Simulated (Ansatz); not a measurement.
# Alloy of LiH and LiF (22 of 32 H sites exchanged), 64 atoms

How does this alloy cell relax, and what gap do PBEsol and HSE06 give?

All numbers are computed with Ansatz 0.2.0 (PAW, plane waves).

## 1. The system as built

64 atoms (22 F, 10 H, 32 Li); a = 7.998 Å, b = 7.998 Å, c = 7.998 Å, α = 90.00°, β = 90.00°, γ = 90.00°. All atoms were shaken off their sites by about 0.02 Å along each axis.

Plan of the steps: (2) PBEsol cell relaxation at the single k point (¼, ¼, ¼), on 7 threads of Arm Neoverse-V2; (3) HSE06 single point at the Γ point alone, on 7 threads of Arm Neoverse-V2.

## 2. PBEsol relaxation of the cell and the positions

in.yaml

```yaml
crystal:
  lattice:
    - [7.998058, 0.000000, 0.000000]
    - [0.000000, 7.998058, 0.000000]
    - [0.000000, 0.000000, 7.998058]
  atoms:
    - { symbol: F, position: [0.252151, 0.001724, 0.997452] }
    - { symbol: F, position: [0.253797, 0.495474, 0.003199] }
    - { symbol: F, position: [0.248747, 0.503732, 0.503058] }
    - { symbol: F, position: [0.750868, 0.994700, 0.999297] }
    - { symbol: F, position: [0.752884, 0.996751, 0.496638] }
    - { symbol: F, position: [0.998644, 0.250204, 0.000947] }
    - { symbol: F, position: [0.995878, 0.248104, 0.502948] }
    - { symbol: F, position: [0.001891, 0.746429, 0.497716] }
    - { symbol: F, position: [0.498388, 0.249632, 0.498591] }
    - { symbol: F, position: [0.497185, 0.746091, 0.504115] }
    - { symbol: F, position: [0.999892, 0.001516, 0.248223] }
    - { symbol: F, position: [0.999726, 0.001039, 0.752017] }
    - { symbol: F, position: [0.997948, 0.502187, 0.756355] }
    - { symbol: F, position: [0.501993, 0.002512, 0.751780] }
    - { symbol: F, position: [0.502016, 0.499300, 0.747226] }
    - { symbol: F, position: [0.248667, 0.251399, 0.251796] }
    - { symbol: F, position: [0.250634, 0.245944, 0.746153] }
    - { symbol: F, position: [0.252768, 0.750595, 0.749862] }
    - { symbol: F, position: [0.750287, 0.250217, 0.249355] }
    - { symbol: F, position: [0.751259, 0.248673, 0.751688] }
    - { symbol: F, position: [0.749546, 0.748204, 0.252959] }
    - { symbol: F, position: [0.751234, 0.743995, 0.751661] }
    - { symbol: H, position: [0.250124, 0.997267, 0.502397] }
    - { symbol: H, position: [0.755954, 0.503002, 0.997615] }
    - { symbol: H, position: [0.751582, 0.499545, 0.501470] }
    - { symbol: H, position: [0.999382, 0.745740, 0.999445] }
    - { symbol: H, position: [0.494523, 0.252828, 0.000606] }
    - { symbol: H, position: [0.500075, 0.754109, 0.004279] }
    - { symbol: H, position: [0.996609, 0.495378, 0.250879] }
    - { symbol: H, position: [0.495070, 0.002482, 0.246776] }
    - { symbol: H, position: [0.503016, 0.499880, 0.248404] }
    - { symbol: H, position: [0.248787, 0.750815, 0.251589] }
    - { symbol: Li, position: [0.004571, 0.000577, 0.003245] }
    - { symbol: Li, position: [0.001182, 0.002798, 0.500513] }
    - { symbol: Li, position: [0.997882, 0.497237, 0.995646] }
    - { symbol: Li, position: [0.002437, 0.500043, 0.500261] }
    - { symbol: Li, position: [0.499101, 0.994621, 0.999841] }
    - { symbol: Li, position: [0.499990, 0.005031, 0.500983] }
    - { symbol: Li, position: [0.494334, 0.498924, 0.999716] }
    - { symbol: Li, position: [0.500742, 0.501998, 0.503132] }
    - { symbol: Li, position: [0.246457, 0.250442, 0.998405] }
    - { symbol: Li, position: [0.248667, 0.248875, 0.503000] }
    - { symbol: Li, position: [0.242979, 0.750486, 0.000085] }
    - { symbol: Li, position: [0.249114, 0.750797, 0.500851] }
    - { symbol: Li, position: [0.751793, 0.252393, 0.004866] }
    - { symbol: Li, position: [0.749865, 0.251536, 0.497274] }
    - { symbol: Li, position: [0.748664, 0.748160, 0.994204] }
    - { symbol: Li, position: [0.750555, 0.749263, 0.503686] }
    - { symbol: Li, position: [0.250567, 0.001812, 0.251152] }
    - { symbol: Li, position: [0.246835, 0.996442, 0.750208] }
    - { symbol: Li, position: [0.251628, 0.500238, 0.250381] }
    - { symbol: Li, position: [0.250070, 0.500656, 0.749620] }
    - { symbol: Li, position: [0.747932, 0.002149, 0.242115] }
    - { symbol: Li, position: [0.751662, 0.002372, 0.748741] }
    - { symbol: Li, position: [0.748698, 0.497502, 0.252162] }
    - { symbol: Li, position: [0.747540, 0.502345, 0.746479] }
    - { symbol: Li, position: [0.000212, 0.253575, 0.249633] }
    - { symbol: Li, position: [0.000941, 0.248112, 0.748880] }
    - { symbol: Li, position: [0.998567, 0.753059, 0.248445] }
    - { symbol: Li, position: [0.001294, 0.747427, 0.753022] }
    - { symbol: Li, position: [0.499992, 0.254458, 0.247479] }
    - { symbol: Li, position: [0.498356, 0.249164, 0.747329] }
    - { symbol: Li, position: [0.498848, 0.742986, 0.245608] }
    - { symbol: Li, position: [0.500710, 0.749073, 0.754745] }
  symmetry: { detect: false }
kpoints:
  mp_grid: { grid: [1, 1, 1], shift: [0.25, 0.25, 0.25] }
hamiltonian:
  xc: pbesol
scf:
  occupations: { method: fermi_dirac, width: 0.01 }
relax:
  f_tol: 0.03
  max_steps: 80
  escape_saddle: false
  adjacent_minimum: "off"
  cell: { fix: [shape] }
output:
  forces: true
  eigenvalues: true
  populations: true
```

On the command line:

```console
ansatz run in.yaml --threads 7 --pin off --max-ram 13300MiB --runs-dir r --events-out ev --progress --plain
```

Further steps of the session: HSE06 single point.

What does the calculation give? Wanted: for each run, top filled to lowest empty.

The runs gave:

```
             level                  time   k points  top filled to lowest empty (eV)
PBEsol, relaxation  17 s (7 CPU threads)  (¼, ¼, ¼)                             5.96
             HSE06  46 s (7 CPU threads)          Γ                             7.59
```

```
     quantity                                                                      value
   relaxation                                           4 recorded steps, 0.20 eV gained
largest shift                                                              0.08 Å (Li63)
 relaxed cell  a = 8.017 Å, b = 8.017 Å, c = 8.017 Å, α = 90.00°, β = 90.00°, γ = 90.00°
```

**Reading.** Relaxation gains 0.20 eV, with shifts up to 0.08 Å (Li63), while the volume changes by +0.7 %. Rows on different k points differ by sampling as well as by level. With one k point the spacing samples only the states that fold onto it, so it can exceed the gap over the zone.
